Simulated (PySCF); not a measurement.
The system is CSiBrH3, in a box.

```
C Si Br H
1.0
    13.00000    0.00000    0.00000
     0.00000   12.00000    0.00000
     0.00000    0.00000   12.00000
C Si Br H
1 1 1 3
Direct
  0.44471 0.54837 0.48213
  0.47903 0.45341 0.60195
  0.63178 0.39053 0.53658
  0.50360 0.61297 0.47222
  0.37022 0.58837 0.49575
  0.44228 0.50171 0.40372
```

Base run:

| Property | Result |
| --- | --- |
| Program | PySCF 2.14.0 |
| Functional | M06-2X |
| Dispersion | D3 |
| Potentials or basis | 6-31g* (all-electron) |
| k mesh | 1 × 1 × 1 |
| Occupations | fixed |
| Spin | no spin polarisation |

Its results: gap between the frontier levels 5.88 eV.

After a change of settings the same cell gave: gap between the frontier levels 2.12 eV. Which change was it?
A. functional from M06-2X to PBE; dispersion from D3 to none
B. functional from M06-2X to r2SCANh; dispersion from D3 to D4
C. functional from M06-2X to SCAN
D. functional from M06-2X to revTPSS; dispersion from D3 to D4

A.

Caveats: this is a molecule in a periodic box at the Γ point, so its band gap is the HOMO-LUMO gap; relativity is left out, which matters for the heavier elements; the basis of atomic orbitals isn't converged, which shifts pressures, moduli and gaps.
